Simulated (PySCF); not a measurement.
# Pr2O3: other functionals and bases at one geometry

How far do other levels of theory move the description of Pr2O3, and what does each cost? The species was built from a template and needn't be a known compound.

Program: PySCF 2.14.0. Level of theory: several levels, as the steps say, no spin–orbit coupling. These are calculated values, not measurements.

7 further runs of the same task are left out: 2 for a known fault of the program, 5 that didn't finish.

### Step 1. The starting structure

5 atoms, charge 0, spin multiplicity 1.

Bond lengths: Pr1–Pr2 2.963 Å, Pr1–O3 2.165 Å, Pr1–O4 2.165 Å, Pr1–O5 2.165 Å, Pr2–O3 2.165 Å, Pr2–O4 2.165 Å, Pr2–O5 2.165 Å. Angles: Pr2–Pr1–O3 46.8°, Pr2–Pr1–O4 46.8°, Pr2–Pr1–O5 46.8°, O3–Pr1–O4 78.3°, O3–Pr1–O5 78.3°, O4–Pr1–O5 78.3°, Pr1–Pr2–O3 46.8°, Pr1–Pr2–O4 46.8°, Pr1–Pr2–O5 46.8°, O3–Pr2–O4 78.3°, O3–Pr2–O5 78.3°, O4–Pr2–O5 78.3°, Pr1–O3–Pr2 86.4°, Pr1–O4–Pr2 86.4°, Pr1–O5–Pr2 86.4°.

As a file:

```xyz
5

Pr    0.00000    0.00000    1.48163
Pr    0.00000    0.00000   -1.48163
O     1.57863    0.00001    0.00000
O    -0.78932    1.36713    0.00000
O    -0.78931   -1.36714    0.00000
```

Formal oxidation states: Pr +3. Each metal's 2 4f electrons lie in its core potential, so multiplicities, spins and levels count the valence alone. An earlier session relaxed this geometry at r2SCAN, Pr lcecp-1-SVP with ECP48, O def2-SVP (singlet, point group D3h).

At r2SCAN on the finer grid: E = -291.409867 Eh, HOMO -4.14 eV, LUMO -1.14 eV, Mulliken charge on Pr1 +0.96 e, largest force component 0.019 eV/Å. 

Levels to run: PBE0; TPSSh; CAM-B3LYP; B3LYP; r2SCAN, TZVP. Hardware: 2 threads of Arm Neoverse V2, shared host.

### Step 2. PBE0

Input file run.py (the lines that set the calculation):

```python
mol = gto.M(atom='''
Pr     0.00000     0.00000     1.48163
Pr     0.00000     0.00000    -1.48163
O      1.57863     0.00001     0.00000
O     -0.78932     1.36713     0.00000
O     -0.78931    -1.36714     0.00000''',
    basis={'Pr': 'lcecp-1-SVP', 'O': 'def2-SVP'},
    ecp={'Pr': 'lcecp-1-SVP'},
    charge=0, spin=0)
mf = dft.RKS(mol, xc='PBE0')
mf.grids.atom_grid = (75, 302)  # f atoms: unpruned, at least (60, 302)
mf = mf.density_fit()  # fitting sets: Pr AutoAux, O def2-universal-JKFIT
mf.conv_tol = 1e-08; mf.max_cycle = 55
mf.kernel(dm0)  # dm0: the density of the relaxed state
```

The run is started by

```sh
$ OMP_NUM_THREADS=2 python run.py
```

The log of the run:

```text
init E= -291.226601717102
  HOMO = -0.195901328064039  LUMO = -0.0385406368867715  gap/eV = 4.28200
cycle= 1 E= -291.228048720733  delta_E= -0.00145  |g|= 0.0253  |ddm|= 0.174
  HOMO = -0.18823387652699  LUMO = -0.0397023313281233  gap/eV = 4.04175
cycle= 2 E= -291.227372806812  delta_E= 0.000676  |g|= 0.0619  |ddm|= 0.134
  HOMO = -0.193374651326042  LUMO = -0.0394608582647786  gap/eV = 4.18821
cycle= 3 E= -291.228226706208  delta_E= -0.000854  |g|= 0.00343  |ddm|= 0.0578
  HOMO = -0.193293571748374  LUMO = -0.039206298783872  gap/eV = 4.19293
cycle= 4 E= -291.228229777036  delta_E= -3.07e-06  |g|= 0.000653  |ddm|= 0.00837
  HOMO = -0.193246906517079  LUMO = -0.0392123491864399  gap/eV = 4.19149
cycle= 5 E= -291.228229875994  delta_E= -9.9e-08  |g|= 0.000342  |ddm|= 0.00127
  HOMO = -0.193268310296688  LUMO = -0.0392210103938358  gap/eV = 4.19184
cycle= 6 E= -291.228229892874  delta_E= -1.69e-08  |g|= 0.000217  |ddm|= 0.00067
  HOMO = -0.193269843070176  LUMO = -0.0392217321801407  gap/eV = 4.19186
cycle= 7 E= -291.228229902777  delta_E= -9.9e-09  |g|= 2.7e-05  |ddm|= 0.00018
  HOMO = -0.193264930739147  LUMO = -0.0392216610144016  gap/eV = 4.19173
Extra cycle  E= -291.228229901901  delta_E= 8.76e-10  |g|= 7.06e-05  |ddm|= 8.49e-05
converged SCF energy = -291.228229901901
```

It took 8.4 s on 2 threads of Arm Neoverse V2, shared host.

Read off: E = -291.228230 Eh, HOMO -5.26 eV, LUMO -1.07 eV, Mulliken charge on Pr1 +0.98 e, largest force component 0.495 eV/Å. 

### Step 3. TPSSh

Edit run.py (the lines that set the calculation) of step 2 so:

```diff
@@ -9,3 +9,3 @@
     charge=0, spin=0)
-mf = dft.RKS(mol, xc='PBE0')
+mf = dft.RKS(mol, xc='TPSSH')
 mf.grids.atom_grid = (75, 302)  # f atoms: unpruned, at least (60, 302)
```

The run is started by

```sh
$ OMP_NUM_THREADS=2 python run.py
```

The log of the run:

```text
init E= -291.482944030298
  HOMO = -0.16422953006894  LUMO = -0.0443504672699565  gap/eV = 3.26208
cycle= 1 E= -291.483500343241  delta_E= -0.000556  |g|= 0.0101  |ddm|= 0.125
  HOMO = -0.161511862707847  LUMO = -0.0449927770869919  gap/eV = 3.17065
cycle= 2 E= -291.48331191808  delta_E= 0.000188  |g|= 0.0311  |ddm|= 0.0489
  HOMO = -0.163693785357651  LUMO = -0.044929181497151  gap/eV = 3.23175
cycle= 3 E= -291.483526409873  delta_E= -0.000214  |g|= 0.00105  |ddm|= 0.0269
  HOMO = -0.163720461496698  LUMO = -0.0448776562189174  gap/eV = 3.23388
cycle= 4 E= -291.483526721359  delta_E= -3.11e-07  |g|= 0.000427  |ddm|= 0.00288
  HOMO = -0.163702339611863  LUMO = -0.0448830570389769  gap/eV = 3.23324
cycle= 5 E= -291.483526710278  delta_E= 1.11e-08  |g|= 0.000506  |ddm|= 0.00072
  HOMO = -0.163702160904329  LUMO = -0.0448866400900542  gap/eV = 3.23314
cycle= 6 E= -291.483526763787  delta_E= -5.35e-08  |g|= 9.79e-05  |ddm|= 0.000427
  HOMO = -0.163707158348274  LUMO = -0.0448892874186757  gap/eV = 3.23320
cycle= 7 E= -291.483526766001  delta_E= -2.21e-09  |g|= 5.17e-06  |ddm|= 0.000163
  HOMO = -0.163707068725987  LUMO = -0.0448889172845476  gap/eV = 3.23321
Extra cycle  E= -291.483526765995  delta_E= 6.42e-12  |g|= 8.08e-06  |ddm|= 1.58e-05
converged SCF energy = -291.483526765995
```

It took 11 s on 2 threads of Arm Neoverse V2, shared host.

It gives: E = -291.483527 Eh, HOMO -4.45 eV, LUMO -1.22 eV, Mulliken charge on Pr1 +0.95 e, largest force component 0.038 eV/Å. 

### Step 4. CAM-B3LYP

Edit run.py (the lines that set the calculation) of step 3 so:

```diff
@@ -9,3 +9,3 @@
     charge=0, spin=0)
-mf = dft.RKS(mol, xc='TPSSH')
+mf = dft.RKS(mol, xc='CAMB3LYP')
 mf.grids.atom_grid = (75, 302)  # f atoms: unpruned, at least (60, 302)
```

The run is started by

```sh
$ OMP_NUM_THREADS=2 python run.py
```

The log of the run:

```text
init E= -291.318385749158
  HOMO = -0.248394935726211  LUMO = -0.0187115089915078  gap/eV = 6.25000
cycle= 1 E= -291.32143966525  delta_E= -0.00305  |g|= 0.116  |ddm|= 0.262
  HOMO = -0.217419139957816  LUMO = -0.0219344604601191  gap/eV = 5.31941
cycle= 2 E= -291.313638330759  delta_E= 0.0078  |g|= 0.23  |ddm|= 0.36
  HOMO = -0.240107713120302  LUMO = -0.0213935456356379  gap/eV = 5.95152
cycle= 3 E= -291.324222145676  delta_E= -0.0106  |g|= 0.00599  |ddm|= 0.194
  HOMO = -0.239215859849505  LUMO = -0.0213270586049326  gap/eV = 5.92906
cycle= 4 E= -291.32423333249  delta_E= -1.12e-05  |g|= 0.00248  |ddm|= 0.0121
  HOMO = -0.239447485807894  LUMO = -0.0213876404427729  gap/eV = 5.93371
cycle= 5 E= -291.324235299606  delta_E= -1.97e-06  |g|= 0.000387  |ddm|= 0.00597
  HOMO = -0.239439832275785  LUMO = -0.0214216930460097  gap/eV = 5.93258
cycle= 6 E= -291.324235393939  delta_E= -9.43e-08  |g|= 0.000115  |ddm|= 0.00128
  HOMO = -0.239456535769328  LUMO = -0.0214216531387818  gap/eV = 5.93303
cycle= 7 E= -291.324235403444  delta_E= -9.51e-09  |g|= 4.05e-05  |ddm|= 0.000517
  HOMO = -0.239456381922295  LUMO = -0.021421818590159  gap/eV = 5.93302
Extra cycle  E= -291.324235402459  delta_E= 9.85e-10  |g|= 8.54e-05  |ddm|= 0.00011
converged SCF energy = -291.324235402459
```

Run time: 11 s. Hardware: 2 threads of Arm Neoverse V2, shared host.

It gives: E = -291.324235 Eh, HOMO -6.52 eV, LUMO -0.58 eV, Mulliken charge on Pr1 +0.98 e, largest force component 0.242 eV/Å. 

### Step 5. B3LYP

Edit run.py (the lines that set the calculation) of step 4 so:

```diff
@@ -9,3 +9,3 @@
     charge=0, spin=0)
-mf = dft.RKS(mol, xc='CAMB3LYP')
+mf = dft.RKS(mol, xc='B3LYP')
 mf.grids.atom_grid = (75, 302)  # f atoms: unpruned, at least (60, 302)
```

The run is started by

```sh
$ OMP_NUM_THREADS=2 python run.py
```

The log of the run:

```text
init E= -291.493730151658
  HOMO = -0.186602867944622  LUMO = -0.048315797182938  gap/eV = 3.76298
cycle= 1 E= -291.493891327345  delta_E= -0.000161  |g|= 0.0764  |ddm|= 0.243
  HOMO = -0.170398067379562  LUMO = -0.0506613351364625  gap/eV = 3.25820
cycle= 2 E= -291.485547498092  delta_E= 0.00834  |g|= 0.213  |ddm|= 0.264
  HOMO = -0.18591124663342  LUMO = -0.0503633539559609  gap/eV = 3.68845
cycle= 3 E= -291.495071626436  delta_E= -0.00952  |g|= 0.0101  |ddm|= 0.186
  HOMO = -0.184849001117311  LUMO = -0.0502950724220136  gap/eV = 3.66140
cycle= 4 E= -291.495097225804  delta_E= -2.56e-05  |g|= 0.000642  |ddm|= 0.0143
  HOMO = -0.184816752070198  LUMO = -0.0502942195374121  gap/eV = 3.66054
cycle= 5 E= -291.495097315912  delta_E= -9.01e-08  |g|= 0.000125  |ddm|= 0.0012
  HOMO = -0.184831469568575  LUMO = -0.0503011307814066  gap/eV = 3.66076
cycle= 6 E= -291.495097310421  delta_E= 5.49e-09  |g|= 0.000211  |ddm|= 0.000309
  HOMO = -0.184834415438228  LUMO = -0.0503021275818367  gap/eV = 3.66081
cycle= 7 E= -291.495097319847  delta_E= -9.43e-09  |g|= 1.53e-05  |ddm|= 0.000158
  HOMO = -0.18483857475189  LUMO = -0.0503018108685175  gap/eV = 3.66093
Extra cycle  E= -291.495097319472  delta_E= 3.75e-10  |g|= 4.52e-05  |ddm|= 6.28e-05
converged SCF energy = -291.495097319472
```

Wall time 8.3 s (2 threads of Arm Neoverse V2, shared host).

Result: E = -291.495097 Eh, HOMO -5.03 eV, LUMO -1.37 eV, Mulliken charge on Pr1 +0.94 e, largest force component 0.261 eV/Å. 

### Step 6. r2SCAN, TZVP

Basis: Pr lcecp-1-TZVP with ECP48, O def2-TZVP. 

Input file run.py (the lines that set the calculation):

```python
mol = gto.M(atom='''
Pr     0.00000     0.00000     1.48163
Pr     0.00000     0.00000    -1.48163
O      1.57863     0.00001     0.00000
O     -0.78932     1.36713     0.00000
O     -0.78931    -1.36714     0.00000''',
    basis={'Pr': 'lcecp-1-TZVP', 'O': 'def2-TZVP'},
    ecp={'Pr': 'lcecp-1-TZVP'},
    charge=0, spin=0)
mf = dft.RKS(mol, xc='R2SCAN')
mf.grids.atom_grid = (75, 302)  # f atoms: unpruned, at least (60, 302)
mf = mf.density_fit()  # fitting sets: Pr AutoAux, O def2-universal-JKFIT
mf.conv_tol = 1e-08; mf.max_cycle = 55
mf.kernel(dm0)  # dm0: free metal ions and neutral atoms
```

The run is started by

```sh
$ OMP_NUM_THREADS=2 python run.py
```

The log of the run:

```text
init E= -301.006423244387
  HOMO = -0.0803885962734213  LUMO = -0.0623450909048847  gap/eV = 0.49099
cycle= 1 E= -290.621472532774  delta_E= 10.4  |g|= 2.55  |ddm|= 2.85
  HOMO = -0.614268682711393  LUMO = -0.0743977495200349  gap/eV = 14.69064
cycle= 2 E= -287.696592720067  delta_E= 2.92  |g|= 4.69  |ddm|= 3.41
  HOMO = -0.185420492250034  LUMO = -0.0427188221146254  gap/eV = 3.88311
cycle= 3 E= -291.670705780592  delta_E= -3.97  |g|= 0.254  |ddm|= 2.35
  HOMO = -0.136598856115501  LUMO = -0.0404015680514133  gap/eV = 2.61766
cycle= 4 E= -291.674315257576  delta_E= -0.00361  |g|= 0.261  |ddm|= 0.466
  HOMO = -0.150888305868796  LUMO = -0.0401239102766225  gap/eV = 3.01405
cycle= 5 E= -291.689111209495  delta_E= -0.0148  |g|= 0.0314  |ddm|= 0.164
  HOMO = -0.154116069092943  LUMO = -0.0413117093620754  gap/eV = 3.06956
cycle= 6 E= -291.689298513704  delta_E= -0.000187  |g|= 0.00574  |ddm|= 0.022
  HOMO = -0.154311460673878  LUMO = -0.0411060349094544  gap/eV = 3.08048
cycle= 7 E= -291.689307124647  delta_E= -8.61e-06  |g|= 0.00129  |ddm|= 0.00708
  HOMO = -0.15423436765578  LUMO = -0.0410839244594735  gap/eV = 3.07898
cycle= 8 E= -291.689307354427  delta_E= -2.3e-07  |g|= 0.000827  |ddm|= 0.00126
  HOMO = -0.154215727095591  LUMO = -0.0410784375354329  gap/eV = 3.07862
cycle= 9 E= -291.689307490103  delta_E= -1.36e-07  |g|= 0.000165  |ddm|= 0.000521
  HOMO = -0.154219668146214  LUMO = -0.0410775256559626  gap/eV = 3.07875
cycle= 10 E= -291.68930749588  delta_E= -5.78e-09  |g|= 3e-05  |ddm|= 0.000157
  HOMO = -0.15421108840944  LUMO = -0.0410762489202667  gap/eV = 3.07856
Extra cycle  E= -291.689307494228  delta_E= 1.65e-09  |g|= 9.55e-05  |ddm|= 7.51e-05
converged SCF energy = -291.689307494228
```

Wall time 30 s (2 threads of Arm Neoverse V2, shared host).

Read off: E = -291.689307 Eh, HOMO -4.20 eV, LUMO -1.12 eV, Mulliken charge on Pr1 +1.24 e, largest force component 0.294 eV/Å. 

### Step 7. Results

| level | state | HOMO (eV) | gap (eV) | charge on Pr1 (e) | dipole (D) | largest force (eV/Å) | basis functions | time |
| --- | --- | --- | --- | --- | --- | --- | --- | --- |
| r2SCAN (relaxed here) | singlet | -4.14 | 3.00 | 0.96 | 0.00 | 0.02 | 108 | 37 s |
| PBE0 | singlet | -5.26 | 4.19 | 0.98 | 0.00 | 0.50 | 108 | 8.4 s |
| TPSSh | singlet | -4.45 | 3.23 | 0.95 | 0.00 | 0.04 | 108 | 11 s |
| CAM-B3LYP | singlet | -6.52 | 5.93 | 0.98 | 0.00 | 0.24 | 108 | 11 s |
| B3LYP | singlet | -5.03 | 3.66 | 0.94 | 0.00 | 0.26 | 108 | 8.3 s |
| r2SCAN, TZVP | singlet | -4.20 | 3.08 | 1.24 | 0.00 | 0.29 | 187 | 30 s |

Times are on 2 threads of Arm Neoverse V2, shared host; the first row also made further properties.

In one basis the HOMO–LUMO gap runs from 3.00 eV (r2SCAN) to 5.93 eV (CAM-B3LYP). The largest leftover force, 0.50 eV/Å with PBE0, stands at a geometry relaxed at another level. The Mulliken charge on Pr spans +0.94 to +1.24 e over the levels. With 4f in the core, its levels are missing from HOMO and gap. Total energies of different levels can't be compared. Spin–orbit coupling is left out throughout.
